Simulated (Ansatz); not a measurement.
# Sb: the cost of one run

All numbers are computed with Ansatz 0.2.0, driven from Python. Level of theory: DFT r2SCAN, plane waves, PAW.

## (1) The structure

The structure is tetragonal, space group I4/mmm (No. 139). Conventional cell: a = 3.153 Å, b = 3.153 Å, c = 5.424 Å, α = 90.00°, β = 90.00°, γ = 90.00°. Sb (site symmetry 4/mmm) has 12 Sb at 3.15 to 3.51 Å in its first shell of neighbours.

The script holds or builds the structure itself.

## (2) Script

Input file run_eos.py:

```python
import ansatz as az
from ase.eos import EquationOfState
from ase.units import GPa
import numpy as np

vectors0 = np.array([
    [-1.57654, 1.57654, 2.711938],
    [1.57654, -1.57654, 2.711938],
    [1.57654, 1.57654, -2.711938],
])
sites = [
    ("Sb", (0.0, 0.0, 0.0)),
]


def build(cell):
    crystal = az.Crystal(lattice=az.Lattice.of(cell))
    for symbol, position in sites:
        crystal = crystal.atom(symbol, position)
    return crystal

volumes, energies, pressures = [], [], []
for scale in np.linspace(0.9, 1.1, 9):
    cell = vectors0 * scale ** (1 / 3)
    job = (
        build(cell).calculation()
        .functional("r2scan")
        .occupations("Fermi-Dirac", width=0.1)
        .basis(600)
        .kpoints(13, 13, 13)
        .stress()
    )
    rep = job.run(threads=1, pin="off").report
    volumes.append(abs(np.linalg.det(cell)) / len(sites))
    energies.append(rep["free_energy_ev"] / len(sites))
    pressures.append(np.trace(rep["stress_gpa"]) / 3)
    print(f"V = {volumes[-1]:8.4f} A^3/atom  F = {energies[-1]:.5f} eV/atom  P = {pressures[-1]:8.3f} GPa")

eos = EquationOfState(volumes, energies, eos="murnaghan")
v0, e0, bulk = eos.fit()
print(f"V0 = {v0:.4f} A^3/atom, E0 = {e0:.5f} eV/atom, B = {bulk / GPa:.1f} GPa")
```

## (3) What the engine is handed

The engine receives this input (first run):

```yaml
crystal:
  lattice:
    - [-1.5221326344061594, 1.5221326344061594, 2.618347350708622]
    - [1.5221326344061594, -1.5221326344061594, 2.618347350708622]
    - [1.5221326344061594, 1.5221326344061594, -2.618347350708622]
  atoms:
    - { symbol: Sb, position: [0.0, 0.0, 0.0] }
basis:
  ecutwfc: 600.0
kpoints:
  mp_grid:
    grid: [13, 13, 13]
hamiltonian:
  xc: r2scan
scf:
  occupations:
    method: fermi_dirac
    width: 0.1
output:
  stress: true
```

## (4) The run

On the command line:

```bash
> python run_eos.py
```

Q: Estimate wall time and peak memory on 1 thread of Intel Xeon Platinum 8259CL at 2.50GHz (Skylake/Cascade Lake), shared host.

About 1.7 min, with a peak of 0.6 GiB.
